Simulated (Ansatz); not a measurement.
# Si: the cost of one run

Method: DFT LDA, scalar-relativistic, plane waves, PAW, in Ansatz 0.2.0.

1 further run of the same task is left out (set aside as unsound or not needed).

## Step 1: Starting point

It takes space group P6/mmm (No. 191, hexagonal). Conventional cell: a = 2.608 Å, b = 2.608 Å, c = 2.471 Å, α = 90.00°, β = 90.00°, γ = 120.00°. Si (site symmetry 6/mmm) has 8 Si at 2.47 to 2.61 Å as nearest neighbours.

As a file:

```
Si
1.0
     0.00000    0.00000    4.94152
     2.60849   -4.51804    0.00000
     2.60849    4.51804    0.00000
Si
8
Cartesian
  1.3042 -2.2590 0.0000
  1.3042 -2.2590 2.4708
  0.0000 0.0000 0.0000
  0.0000 0.0000 2.4708
  2.6085 0.0000 0.0000
  2.6085 0.0000 2.4708
  1.3042 2.2590 0.0000
  1.3042 2.2590 2.4708
```

It goes back to an entry of the Materials Project, which need not be the stable form.

It is built from the cell relaxed beforehand with the same method (14.56 Å³/atom).

## Step 2: The reference: the undisturbed cell on the scan's mesh

Input file input.yaml:

```yaml
crystal:
  lattice:
    - [0.0, 0.0, 4.9415225221]
    - [2.6084913959, -4.5180396286, 0.0]
    - [2.6084913958, 4.5180396287, 0.0]
  atoms:
    - { symbol: Si, position: [0.0, 0.5, 0.0] }
    - { symbol: Si, position: [0.5, 0.5, 0.0] }
    - { symbol: Si, position: [0.0, 0.0, 0.0] }
    - { symbol: Si, position: [0.5, 0.0, 0.0] }
    - { symbol: Si, position: [0.0, 0.5, 0.5] }
    - { symbol: Si, position: [0.5, 0.5, 0.5] }
    - { symbol: Si, position: [0.0, 0.0, 0.5] }
    - { symbol: Si, position: [0.5, 0.0, 0.5] }
basis:
  ecutwfc: 420
kpoints:
  mp_grid: { grid: [12, 12, 12] }
hamiltonian:
  xc: lda
scf:
  occupations: { method: gaussian, width: 0.15 }
output:
  forces: true
  stress: true
  eigenvalues: true
  write_density: true
  write_potential: true
  elf: true
  volumetric_format: npy
```

Started as:

```
$ ansatz run input.yaml --threads 1 --pin off --max-ram 2560MiB --backend cpu --events-out ev --progress --plain --runs-dir out
```

Q: Estimate wall time and peak memory on 1 thread of Arm Neoverse V1, shared host.

About 35 s, with a peak of 0.5 GiB.
